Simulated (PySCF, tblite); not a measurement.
# C₂H₁₁BO₂Si₃: geometry, infrared bands and NMR shifts

What infrared bands and NMR shifts should C₂H₁₁BO₂Si₃ (`CC[Si@H]1OB[SiH2]O[SiH2]1`) show?

Programs: tblite 0.8.0 and PySCF 2.14.0, with density-fitted response routines of our own. Each step states its level of theory. These are calculated values for one molecule in the gas phase, unless marked as measured. Atoms count from 0, in the outputs and in this text.

## 1. The molecule as given

19 atoms, charge 0, multiplicity 1; geometry from: force field or distance geometry start.

Bonds of the start (Å): C0–C1 1.49, C1–Si2 1.87, Si2–O3 1.72, O3–B4 1.48, B4–Si5 1.96, Si5–O6 1.72, O6–Si7 1.73, Si7–Si2 2.22, C0–H8 1.10, C0–H9 1.10, C0–H10 1.13, C1–H11 1.13, C1–H12 1.12, Si2–H13 1.48, B4–H14 1.18, Si5–H15 1.47, Si5–H16 1.47, Si7–H17 1.48, Si7–H18 1.46.

## 2. Relaxing the molecule with GFN2-xTB

What the job is given:

```
{"job": {"kind": "relax", "xc": "GFN2-xTB", "basis": "xTB"}, "charge": 0, "multiplicity": 1}
C     -2.956700    -0.172800    -0.637800
C     -1.921000     0.488700     0.206200
Si    -0.217200     0.496100    -0.563700
O      0.664400     1.715500     0.277300
B      1.686900     0.996400     1.076700
Si     3.140300     0.268800    -0.016100
O      2.501700    -1.096700    -0.849600
Si     0.886700    -1.411300    -0.327500
H     -2.790600    -1.254700    -0.779700
H     -3.091400     0.391700    -1.572300
H     -3.934200    -0.082500    -0.079800
H     -1.906900     0.097200     1.267700
H     -2.213100     1.562500     0.321900
H     -0.278300     0.801400    -2.006200
H      1.244700     0.238600     1.872700
H      4.310100    -0.068000     0.810300
H      3.520500     1.344400    -0.947700
H      1.005900    -1.806800     1.095400
H      0.338400    -2.499300    -1.140000
```

Command:

```console
$ OMP_NUM_THREADS=1 python probes_run.py task.json out
```

This one command runs all jobs of the session in turn.

**Question.** This job is followed by: GFN2-xTB harmonic vibrations, gas phase; GIAO PBE0/pcSseg-1 NMR shielding, non-relativistic, gas phase. Predict these results of the whole session: strongest single infrared mode (GFN2-xTB); zero-point energy (GFN2-xTB); 13C shifts against TMS (PBE0/pcSseg-1); 1H shifts against TMS (PBE0/pcSseg-1, means over atoms taken as alike); 29Si shifts against TMS (PBE0/pcSseg-1); 17O shifts against H2O (PBE0/pcSseg-1); 11B shifts against BF3·OEt2 (PBE0/pcSseg-1); surface potential, 1st and 99th percentile.

The runs gave:

```
                                                              quantity                                                     value
                             strongest single infrared mode (GFN2-xTB)                                     2173 cm⁻¹, 785 km/mol
                                          zero-point energy (GFN2-xTB)                                             80.2 kcal/mol
                                13C shifts against TMS (PBE0/pcSseg-1)                                             13.9, 6.6 ppm
1H shifts against TMS (PBE0/pcSseg-1, means over atoms taken as alike)  6.45, 5.75, 5.71, 5.59, 5.25, 5.25, 1.58, 1.30, 0.92 ppm
                               29Si shifts against TMS (PBE0/pcSseg-1)                                   -16.8, -37.4, -44.4 ppm
                                17O shifts against H2O (PBE0/pcSseg-1)                                          265.6, -30.3 ppm
                           11B shifts against BF3·OEt2 (PBE0/pcSseg-1)                                                  62.0 ppm
                                 surface potential, 1st and 99th percentile                                        -0.99 V and 1.67 V
```

Relaxing lowered the energy by 2.386 eV in 153 steps; the close pair that moved most is O3–B4, from 1.484 to 1.325 Å. No mode is imaginary among the 51: a minimum at this level. The strongest single mode, at 2173 cm⁻¹, moves mainly H15 and H16. GFN2-xTB is a fitted tight-binding method: band positions and strengths are rough. Its intensities can rank the bands wrongly. At PBE0/pcSseg-1: The largest span, 626 ppm, is at O3, where the paramagnetic term is -331 ppm. By nearest atom (PBE0/pcSseg-1), the HOMO sits on O3, O6 about 15 % each; B4 15 % and the LUMO on B4 50 %; O3 13 %.
